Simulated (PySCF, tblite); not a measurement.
# C5H8O2SSi: geometry, infrared bands and NMR shifts

What infrared bands and NMR shifts should C5H8O2SSi (`O=CO/C=C1/C[SiH2]CS1`) show?

The runs use tblite 0.8.0 and PySCF 2.14.0, with density-fitted response routines of our own; the level of theory stands in each step. All values are computed, except where a source is named. Atoms are numbered from 0 throughout.

### Step 1. Starting geometry

17 atoms, charge 0, multiplicity 1; geometry from: force field or distance geometry start.

Bonds of the start (Å): O0–C1 1.24, C1–O2 1.35, O2–C3 1.39, C3–C4 1.34, C4–C5 1.50, C5–Si6 1.87, Si6–C7 1.85, C7–S8 1.83, S8–C4 1.76, C1–H9 1.09, C3–H10 1.09, C5–H11 1.10, C5–H12 1.09, Si6–H13 1.49, Si6–H14 1.50, C7–H15 1.09, C7–H16 1.10.

### Step 2. Optimising the geometry with GFN2-xTB

Job settings and geometry (Å):

```
{"job": {"kind": "relax", "xc": "GFN2-xTB", "basis": "xTB"}, "charge": 0, "multiplicity": 1}
O      4.217900     0.514700     0.660800
C      3.691000     0.868800    -0.401200
O      2.408600     0.704500    -0.783500
C      1.549400     0.083600     0.117400
C      0.229000    -0.073400    -0.061600
C     -0.643400    -0.746000     0.963100
Si    -2.419100    -0.275600     0.597500
C     -2.278000     0.044000    -1.214400
S     -0.549400     0.561500    -1.501100
H      4.237000     1.373200    -1.197000
H      2.047100    -0.298700     1.010600
H     -0.368200    -0.447700     1.984100
H     -0.530800    -1.830700     0.891900
H     -3.362900    -1.378200     0.928200
H     -2.801000     0.963400     1.344900
H     -2.971300     0.817400    -1.556700
H     -2.462600    -0.868700    -1.793100
```

Run with:

```sh
> OMP_NUM_THREADS=1 python probes_run.py task.json out
```

This one command runs all jobs of the session in turn.

**Question.** This job is followed by: GFN2-xTB harmonic vibrations, gas phase; GIAO PBE0/pcSseg-1 NMR shielding, non-relativistic, gas phase. What will the session give for the following? strongest single infrared mode (GFN2-xTB); zero-point energy (GFN2-xTB); 13C shifts against TMS (PBE0/pcSseg-1); 1H shifts against TMS (PBE0/pcSseg-1, means over atoms taken as alike); 17O shifts against H2O (PBE0/pcSseg-1); 29Si shifts against TMS (PBE0/pcSseg-1); 33S shifts against CS2 (PBE0/pcSseg-1); surface potential, 1st and 99th percentile.

The runs gave:

```
                                                              quantity                                value
                             strongest single infrared mode (GFN2-xTB)                1768 cm⁻¹, 818 km/mol
                                          zero-point energy (GFN2-xTB)                        73.0 kcal/mol
                                13C shifts against TMS (PBE0/pcSseg-1)  161.0, 136.2, 130.2, 18.6, 16.8 ppm
1H shifts against TMS (PBE0/pcSseg-1, means over atoms taken as alike)     8.03, 7.98, 4.45, 2.34, 2.09 ppm
                                17O shifts against H2O (PBE0/pcSseg-1)                     438.0, 257.0 ppm
                               29Si shifts against TMS (PBE0/pcSseg-1)                            -26.3 ppm
                                33S shifts against CS2 (PBE0/pcSseg-1)                               55 ppm
                                 surface potential, 1st and 99th percentile                   -1.60 V and 1.32 V
```

In words: Relaxing lowered the energy by 0.220 eV in 86 steps; the close pair that moved most is Si6–C7, from 1.845 to 1.906 Å. No mode is imaginary among the 45: a minimum at this level. The strongest single mode, at 1768 cm⁻¹, moves mainly C1 and O0. GFN2-xTB is a fitted tight-binding method: band positions and strengths are rough. Its intensities can rank the bands wrongly. At PBE0/pcSseg-1: Shielding is most anisotropic at O0 (span 691 ppm, paramagnetic term -504 ppm). By nearest atom (PBE0/pcSseg-1), the HOMO sits on S8 44 %; C3 23 % and the LUMO on C1, C4 about 20 % each; O0 13 %.
